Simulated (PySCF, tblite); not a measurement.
# C6H13B2NS: geometry, infrared bands and NMR shifts

Wanted: the infrared bands and NMR shifts of C6H13B2NS (`BNB(CC#C)SC(C)C`), by calculation.

Programs: tblite 0.8.0 and PySCF 2.14.0, with density-fitted response routines of our own. Each step states its level of theory. These are calculated values for one molecule in the gas phase, unless marked as measured. Atoms are numbered from 0 throughout.

## 1. The molecule as given

23 atoms, charge 0, multiplicity 1; geometry from: force field or distance geometry start.

Bonds of the start (Å): B0–N1 1.51, N1–B2 1.53, B2–C3 1.59, C3–C4 1.48, C4–C5 1.20, B2–S6 1.89, S6–C7 1.84, C7–C8 1.54, C7–C9 1.52, B0–H10 1.18, B0–H11 1.19, N1–H12 1.06, C3–H13 1.10, C3–H14 1.10, C5–H15 1.07, C7–H16 1.11, C8–H17 1.11, C8–H18 1.11, C8–H19 1.11, C9–H20 1.12, C9–H21 1.11, C9–H22 1.11.

## 2. Relaxing the molecule with GFN2-xTB

What the job is given:

```
{"job": {"kind": "relax", "xc": "GFN2-xTB", "basis": "xTB"}, "charge": 0, "multiplicity": 1}
B     -2.104000     2.689600     0.433900
N     -1.790800     1.281200     0.884200
B     -1.041100     0.557900    -0.232500
C     -1.785700    -0.586500    -1.054000
C     -2.113800    -1.704200    -0.138600
C     -2.385900    -2.616800     0.591000
S      0.713500     1.080000    -0.714400
C      1.580400    -0.020500     0.477700
C      1.790900    -1.410000    -0.148100
C      2.912300     0.600600     0.852800
H     -1.549000     3.615100     0.904100
H     -2.892600     2.866600    -0.437600
H     -1.130700     1.344200     1.710700
H     -2.714000    -0.193800    -1.494300
H     -1.129300    -0.955900    -1.855600
H     -2.618500    -3.416700     1.255400
H      0.981000    -0.132100     1.410400
H      2.369600    -1.330800    -1.090300
H      2.330400    -2.063900     0.564500
H      0.814500    -1.878900    -0.369600
H      2.748200     1.604100     1.316300
H      3.447800    -0.037100     1.584400
H      3.561900     0.734700    -0.039200
```

Run with:

```sh
OMP_NUM_THREADS=1 python probes_run.py task.json out
```

One launch serves the whole session: the jobs run in the order shown.

**Question.** This job is followed by: GFN2-xTB harmonic vibrations, gas phase; GIAO PBE0/pcSseg-1 NMR shielding, non-relativistic, gas phase. What will the session give for the following? strongest single infrared mode (GFN2-xTB); zero-point energy (GFN2-xTB); ¹³C shifts against TMS (PBE0/pcSseg-1, means over atoms taken as alike); ¹H shifts against TMS (PBE0/pcSseg-1, means over atoms taken as alike); ¹¹B shifts against BF3·OEt2 (PBE0/pcSseg-1); ¹⁵N shifts against NH3 (PBE0/pcSseg-1); ³³S shifts against CS2 (PBE0/pcSseg-1); surface potential, 1st and 99th percentile.

The runs gave:

| quantity | value |
| --- | --- |
| strongest single infrared mode (GFN2-xTB) | 1379 cm⁻¹, 626 km/mol |
| zero-point energy (GFN2-xTB) | 114.3 kcal/mol |
| ¹³C shifts against TMS (PBE0/pcSseg-1, means over atoms taken as alike) | 87.0, 73.7, 41.0, 26.8, 9.9 ppm |
| ¹H shifts against TMS (PBE0/pcSseg-1, means over atoms taken as alike) | 6.92, 5.44, 3.10, 2.32, 1.42, 1.18 ppm |
| ¹¹B shifts against BF3·OEt2 (PBE0/pcSseg-1) | 47.3, 45.2 ppm |
| ¹⁵N shifts against NH3 (PBE0/pcSseg-1) | 172.5 ppm |
| ³³S shifts against CS2 (PBE0/pcSseg-1) | 83 ppm |
| surface potential, 1st and 99th percentile | -1.06 V and 1.64 V |

In words: Relaxing lowered the energy by 1.757 eV in 254 steps; the close pair that moved most is B0–N1, from 1.511 to 1.405 Å. All 63 modes are real, so the xTB geometry is a minimum. The strongest single mode, at 1379 cm⁻¹, has its largest shares on N1, H12 and B0 (the list is cut at 3 atoms). Unscaled tight-binding wavenumbers are off by several per cent, some by more. Its intensities can rank the bands wrongly. At PBE0/pcSseg-1: The largest span, 318 ppm, is at S6, where the paramagnetic term is -643 ppm. By nearest atom (PBE0/pcSseg-1), the HOMO sits on S6 43 %; C5 19 % and the LUMO on B0 33 %; B2 26 %.
